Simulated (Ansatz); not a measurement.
Sr2SnN2 under changes of volume

One of the cells (20.487 Å³/atom); the others are scaled copies at fixed shape and fractional positions:

```
Sn Sr N
1.0
    -1.92733    1.92733    6.89419
     1.92733   -1.92733    6.89419
     1.92733    1.92733   -6.89419
Sn Sr N
1 2 2
Direct
  0.50000 0.50000 0.00000
  0.83986 0.83986 0.00000
  0.16014 0.16014 0.00000
  0.34753 0.34753 0.00000
  0.65247 0.65247 0.00000
```

The cell comes from a database or a generator and needn't be the stable form of this composition.

| Property | Result |
| --- | --- |
| Program | Ansatz 0.2.0 |
| Functional | PBE |
| Potentials or basis | Ansatz PAW |
| Cutoff | 420 eV (not typed: the program's choice for these potentials) |
| k mesh | 10 × 10 × 10 |
| Occupations | fermi-dirac, width 0.05 eV |
| Spin | no spin polarisation |

```tsv
volume (Å³/atom)	energy over the lowest point (meV/atom)	pressure (GPa)	largest force (eV/Å)
19.258	?	?	?
19.668	4.07	2.4	0.154
20.078	0.03	0.8	0.057
20.487	0.00	-0.7	0.031
20.897	3.53	-2.0	0.111
21.307	10.26	-3.2	0.184
21.717	19.85	-4.3	0.251
```

Q: What does the run at 19.258 Å³/atom give?

A: Energy over the lowest point 12.59 meV/atom; pressure 4.3 GPa; largest force 0.260 eV/Å.

Worked out: A Birch-Murnaghan fit of order 3 (a polynomial in V^(-2/3)) to the other rows has its minimum at 20.28 Å³/atom with B0 = V·E''(V) = 73 GPa and B' = 4.6 at fixed shape and positions, which overstates the stiffness. It gives 12.59 meV/atom at 19.258 Å³/atom, against the run's 12.59, and -dE/dV = 4.3 GPa, against 4.3.

Energies are extrapolated to zero smearing.
